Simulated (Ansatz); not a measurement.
Relaxation of a periodic cell of 17 atoms, FeSi$_{16}$ (host Si, host structure diamond, interstitial Fe), to a largest force component of 0.03 eV/Å in at most 60 steps.

These are results of DFT PBEsol, scalar-relativistic, plane waves, PAW (Ansatz 0.2.0), not measurements. Settings: PAW set soft_1, cutoff 420 eV, k mesh 2x2x2, gaussian smearing 0.05 eV, spin collinear.

```xyz
17
Lattice="0.0000 5.4300 5.4300 5.4300 0.0000 5.4300 5.4300 5.4300 0.0000" Properties=species:S:1:pos:R:3
Si 0.000 0.000 0.000
Si 1.357 1.357 1.357
Si 2.715 2.715 0.000
Si 4.072 4.072 1.357
Si 2.715 0.000 2.715
Si 4.072 1.357 4.072
Si 5.430 2.715 2.715
Si 6.787 4.072 4.072
Si 0.000 2.715 2.715
Si 1.357 4.072 4.072
Si 2.715 5.430 2.715
Si 4.072 6.787 4.072
Si 2.715 2.715 5.430
Si 4.072 4.072 6.787
Si 5.430 5.430 5.430
Si 6.787 6.787 6.787
Fe 9.458 9.523 9.471
```

Where does it end, and by what steps?

It converged. Limits of this set-up: coarse k mesh, PAW files made for another functional, a small cell, in which the defect meets its images. After 8 steps the energy has fallen by 0.051 eV; Si5 moved furthest, 0.17 Å.

```json
{"step": "0", "energy less start (eV)": "0.0000", "largest force component (eV/Å)": "0.341", "accepted": "yes"}
{"step": "1", "energy less start (eV)": "-0.0200", "largest force component (eV/Å)": "0.147", "accepted": "yes"}
{"step": "2", "energy less start (eV)": "-0.0243", "largest force component (eV/Å)": "0.064", "accepted": "yes"}
{"step": "3", "energy less start (eV)": "-0.0290", "largest force component (eV/Å)": "0.135", "accepted": "yes"}
{"step": "4", "energy less start (eV)": "-0.0341", "largest force component (eV/Å)": "0.150", "accepted": "yes"}
{"step": "5", "energy less start (eV)": "-0.0127", "largest force component (eV/Å)": "0.293", "accepted": "no"}
{"step": "6", "energy less start (eV)": "-0.0447", "largest force component (eV/Å)": "0.084", "accepted": "yes"}
{"step": "7", "energy less start (eV)": "-0.0416", "largest force component (eV/Å)": "0.079", "accepted": "no"}
{"step": "8", "energy less start (eV)": "-0.0506", "largest force component (eV/Å)": "0.019", "accepted": "yes"}
```

```xyz
17
Lattice="0.0000 5.4300 5.4300 5.4300 0.0000 5.4300 5.4300 5.4300 0.0000" Properties=species:S:1:pos:R:3
Si -0.002 -0.049 -0.001
Si 1.262 1.452 1.264
Si 2.766 2.713 0.001
Si 4.097 4.048 1.400
Si 2.621 0.096 2.619
Si 4.034 1.324 4.035
Si 5.468 2.677 2.745
Si 6.823 4.110 4.034
Si -0.003 2.716 2.765
Si 1.398 4.049 4.097
Si 2.725 5.418 2.726
Si 4.096 6.744 4.097
Si 2.744 2.677 5.467
Si 4.033 4.110 6.821
Si 5.467 5.398 5.467
Si 6.805 6.768 6.805
Fe 9.422 9.575 9.429
```

Whether the end is a true minimum wasn't checked by a vibrational analysis.

The run took 100 s on 2 threads of Arm Neoverse V1, on a shared host, peak memory 0.75 GiB.
